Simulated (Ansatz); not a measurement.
# FH5O3Zr: the cost of one run

Program: Ansatz 0.2.0. Level of theory: RKS PBE0-D4/def2-SVP. These are calculated values, not measurements.

## (1) The system as given

Bond lengths: Zr1–F2 2.330 Å, Zr1–O3 2.070 Å, O3–H4 1.010 Å, Zr1–O5 2.069 Å, O5–H6 1.010 Å, Zr1–O7 2.069 Å, O7–H8 1.010 Å, Zr1–H9 2.150 Å, Zr1–H10 2.262 Å. Angles (14 of 18 angles, heavy atoms first): F2–Zr1–O3 109.4°, F2–Zr1–O5 109.5°, F2–Zr1–O7 109.5°, O3–Zr1–O5 109.5°, O3–Zr1–O7 109.5°, O5–Zr1–O7 109.5°, F2–Zr1–H9 71.6°, F2–Zr1–H10 41.0°, O3–Zr1–H9 67.1°, O3–Zr1–H10 84.8°, O5–Zr1–H9 72.9°, O5–Zr1–H10 88.6°, O7–Zr1–H9 176.5°, O7–Zr1–H10 150.3°.

Structure file:

```xyz
10

Zr    0.0000    0.0000    0.0000
F     0.0000    0.0000    2.3300
O     1.9520    0.0000   -0.6893
H     2.2684   -0.9521   -0.8060
O    -0.9750    1.6891   -0.6893
H    -1.9328    1.4584   -0.9117
O    -0.9750   -1.6891   -0.6893
H    -1.4296   -2.1548    0.0831
H     1.1276    1.7004    0.6779
H     0.8196    1.2360    1.7078
```

## (2) Pulling towards end A

Springs on the bonds that form and break draw the guess towards this end; the thresholds are loose.

Contents of input.yaml:

```yaml
crystal:
  periodic: [false, false, false]
  atoms:
    - { symbol: Zr, position_ang: [0.0, 0.0, 0.0] }
    - { symbol: F, position_ang: [0.0, 0.0, 2.33] }
    - { symbol: O, position_ang: [1.952, 0.0, -0.6893] }
    - { symbol: H, position_ang: [2.2684, -0.9521, -0.806] }
    - { symbol: O, position_ang: [-0.975, 1.6891, -0.6893] }
    - { symbol: H, position_ang: [-1.9328, 1.4584, -0.9117] }
    - { symbol: O, position_ang: [-0.975, -1.6891, -0.6893] }
    - { symbol: H, position_ang: [-1.4296, -2.1548, 0.0831] }
    - { symbol: H, position_ang: [1.1276, 1.7004, 0.6779] }
    - { symbol: H, position_ang: [0.8196, 1.236, 1.7078] }
basis:
  gaussian: { orbitals: def2-SVP }
hamiltonian:
  xc: pbe0
  dispersion: d4
relax:
  f_tol: 0.15
  max_steps: 25
  restrain:
    - { distance: [0, 8], at: 3.05, k: 30.0 }
    - { distance: [9, 1], at: 2.12, k: 30.0 }
    - { distance: [0, 1], at: 1.98, k: 30.0 }
    - { distance: [9, 8], at: 0.66, k: 30.0 }
```

On the command line:

```bash
$ ansatz run input.yaml --threads 2 --pin off --max-ram 3072MiB --backend cpu --events-out ev --progress --plain --runs-dir out
```

What time and memory should one allow on 2 threads of Arm Neoverse V2, shared host?

About 42 s, with a peak of 0.25 GiB.
